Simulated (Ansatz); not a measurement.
I need a check of forces and pressure against finite differences of Na₃Ca (distorted cell). Use Ansatz 0.2.0, Python API. Use (first run): r2SCAN, PAW, cutoff 650 eV, 3×3×3 k-points, Gaussian smearing of 0.1 eV.

```
Na Ca
1.0
     5.35472    0.01995    0.13302
     0.01995    5.60840    0.06028
     0.13302    0.06028    5.32634
Na Ca
3 1
Direct
  0.99825 0.50180 0.49863
  0.49776 0.00064 0.49697
  0.49696 0.50167 0.00098
  0.99708 0.99981 0.99781
```

`na3ca.py`
```python
import warnings

import ansatz as az
import numpy as np

vectors0 = np.array([
    [5.35472, 0.01995, 0.13302],
    [0.01995, 5.6084, 0.06028],
    [0.13302, 0.06028, 5.32634],
])
sites = [
    ("Na", (0.99825, 0.5018, 0.49863)),
    ("Na", (0.49776, 0.00064, 0.49697)),
    ("Na", (0.49696, 0.50167, 0.00098)),
    ("Ca", (0.99708, 0.99981, 0.99781)),
]


def build(cell):
    crystal = az.Crystal(lattice=az.Lattice.of(cell))
    for symbol, position in sites:
        crystal = crystal.atom(symbol, position)
    return crystal

warnings.simplefilter("ignore", az.DeckWarning)

def solve(crystal):
    return (
        crystal.calculation()
        .functional(az.Functional.R2SCAN)
        .occupations("gaussian", width=0.1)
        .basis(650, xc_grid=2)
        .kpoints(3, 3, 3)
        .scf(tolerance=1e-09)
        .forces()
        .stress()
        .run(threads=1)
    ).report


centre = solve(build(vectors0))
start = build(vectors0)
print(f"force on atom 0 along z: analytic {centre['forces_ev_ang'][0][2]:.4f} eV/A")
for h in (0.004, 0.016):
    shift = np.eye(3)[2] * h @ np.linalg.inv(vectors0)
    plus, minus = (solve(start.move(0, to=np.array(sites[0][1]) + sign * shift))["lagrangian_ev"] for sign in (1, -1))
    print(f"  step {h} A: numerical {-(plus - minus) / (2 * h):.4f} eV/A")
volume = abs(np.linalg.det(vectors0))
larger, smaller = (solve(build(vectors0 * (1 + sign * 0.005) ** (1 / 3)))["lagrangian_ev"] for sign in (1, -1))
numerical = -(larger - smaller) / (0.01 * volume) * 160.21766
print(f"pressure: analytic {np.trace(centre['stress_gpa']) / 3:.3f}, numerical {numerical:.3f} GPa")
```

Output of `python na3ca.py`:
```text
force on atom 0 along z: analytic 0.0025 eV/A
  step 0.004 A: numerical 0.0025 eV/A
  step 0.016 A: numerical 0.0025 eV/A
pressure: analytic -0.177, numerical -0.176 GPa
```

Reading the output:
- For a metal this k-point mesh is coarse: on a finer one energies can move by several to tens of meV an atom and pressures by half a GPa or more, differences at one mesh by less.
- The program warned that this SCF threshold is loose for forces or stresses.
- Pressure is positive in compression.
- The cell is a database structure, distorted on purpose.
- The central difference errs as the square of the step, so the shorter step is the fairer test; what remains comes from the finite grid and the SCF threshold.
- The script silences the warnings on its input, which a real study should read.
- The whole script took 120 s on 1 thread of Arm Neoverse V1, with other jobs on the host, peak memory 0.52 GiB.
